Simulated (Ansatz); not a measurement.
# B₂H₄SSi: small, medium and large basis sets

An exercise on one series of results from a longer session: the logs are not shown, and one member is left open.

Computed with Ansatz 0.2.0, Gaussian basis. Level: one geometry, several basis sets.

Plan: PBE0-D4/def2-SVP; ωB97M-V/def2-SVP; PBE0-D4/def2-QZVPP; ωB97M-V/def2-QZVPP; the functionals' def2-TZVPP values are taken from earlier runs.

**Structure used throughout**

The geometry comes from an earlier relaxation with PBE0-D4 in a triple-zeta def2 set; it is a stationary point, not always the lowest conformer.

SMILES `B[SiH]1BS1`, 8 atoms, charge 0, spin multiplicity 1.

Atoms are counted from 1 here; the program's logs count them from 0.

Bond lengths: B1–Si2 1.966 Å, B1–H5 1.195 Å, B1–H6 1.194 Å, Si2–B3 1.968 Å, Si2–S4 2.194 Å, Si2–H7 1.484 Å, B3–S4 1.743 Å, B3–H8 1.184 Å. Angles: Si2–B1–H5 121.6°, Si2–B1–H6 119.0°, H5–B1–H6 119.2°, B1–Si2–B3 119.4°, B1–Si2–S4 115.9°, B1–Si2–H7 120.9°, B3–Si2–S4 49.1°, B3–Si2–H7 117.8°, S4–Si2–H7 111.6°, Si2–B3–S4 72.2°, Si2–B3–H8 151.7°, S4–B3–H8 136.1°, Si2–S4–B3 58.7°.

Geometry (Å):

```xyz
8

B    -0.3750    1.6284   -0.0648
Si    0.6628   -0.0400   -0.1420
B    -0.1692   -1.7224    0.4511
S    -0.2388   -1.6783   -1.2896
H     0.1015    2.6442    0.3465
H    -1.5314    1.6058   -0.3616
H     2.1391   -0.0134   -0.2939
H    -0.4968   -2.4814    1.2985
```

The first run:

Input file in.yaml:

```yaml
crystal:
  periodic: [false, false, false]
  atoms:
    - {symbol: B, position_ang: [-0.375039, 1.628410, -0.064837]}
    - {symbol: Si, position_ang: [0.662782, -0.039997, -0.141991]}
    - {symbol: B, position_ang: [-0.169225, -1.722430, 0.451071]}
    - {symbol: S, position_ang: [-0.238763, -1.678329, -1.289611]}
    - {symbol: H, position_ang: [0.101508, 2.644203, 0.346485]}
    - {symbol: H, position_ang: [-1.531371, 1.605825, -0.361563]}
    - {symbol: H, position_ang: [2.139092, -0.013400, -0.293913]}
    - {symbol: H, position_ang: [-0.496785, -2.481384, 1.298459]}
basis:
  gaussian: {orbitals: def2-SVP}
hamiltonian: {xc: pbe0, dispersion: d4}
output: {orbitals: {seedname: orbitals}}
```

On the command line:

```console
> ansatz run in.yaml --threads 2 --pin off --events-out ev --progress --plain --max-ram 4352MiB
```

Steps of the session up to this table: PBE0-D4 in def2-SVP; ωB97M-V in def2-SVP; PBE0-D4 in def2-QZVPP; ωB97M-V in def2-QZVPP.

One table of the session follows, with a row left open; its other results are not shown here.

It belongs to the step «Functionals by basis». 

| functional | basis | HOMO (eV) | LUMO (eV) |
| --- | --- | --- | --- |
| PBE0-D4 | def2-SVP | -7.22 | -2.70 |
| PBE0-D4 | def2-TZVPP | -7.20 | -2.75 |
| PBE0-D4 | def2-QZVPP | -7.21 | -2.77 |
| ωB97M-V | def2-SVP | -9.12 | -0.70 |
| ωB97M-V | def2-TZVPP | -9.14 | -0.85 |
| ωB97M-V | def2-QZVPP | ? | ? |

Estimate the missing values for ωB97M-V, def2-QZVPP.

**Answer.** HOMO (eV): -9.15; LUMO (eV): -0.89. In the column «HOMO (eV)» it is the lowest.
